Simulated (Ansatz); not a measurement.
# Sb: the cost of one run

Method: DFT r2SCAN, scalar-relativistic, plane waves, PAW, in Ansatz 0.2.0.

## 1. The system as given

It takes space group Pm-3m (No. 221, cubic). The conventional cell has a = 3.160 Å, b = 3.160 Å, c = 3.160 Å, α = 90.00°, β = 90.00°, γ = 90.00°. Sb (site symmetry m-3m) is surrounded by 6 Sb at 3.16 Å.

Structure file:

```
CELL_PARAMETERS angstrom
3.16000 0.00000 0.00000
0.00000 3.16000 0.00000
0.00000 0.00000 3.16000
ATOMIC_POSITIONS crystal
Sb 0.00000 0.00000 0.00000
```

This is candidate A: structure reported for this formula (Pm-3m, No. 221).

(A quick probe on a coarse mesh, which set the mesh and smearing, is not shown.)

## 3. Full relaxation (candidate A)

The input, input.yaml:

```yaml
crystal:
  lattice:
    - [3.16, 0.0, 0.0]
    - [0.0, 3.16, 0.0]
    - [0.0, 0.0, 3.16]
  atoms:
    - { symbol: Sb, position: [0.0, 0.0, 0.0] }
basis:
  ecutwfc: 500
kpoints:
  mp_grid: { grid: [18, 18, 18] }
hamiltonian:
  xc: r2scan
scf:
  occupations: { method: gaussian, width: 0.1 }
output:
  forces: true
  stress: true
  eigenvalues: true
relax:
  adjacent_minimum: "off"
  f_tol: 0.01
  max_steps: 80
  cell: { stress_tol: 0.05 }
```

**Question.** How long does this run take on 1 thread of an x86-64 CPU, shared host, and how much memory does it need?

About 30 s, with a peak of 0.52 GiB.
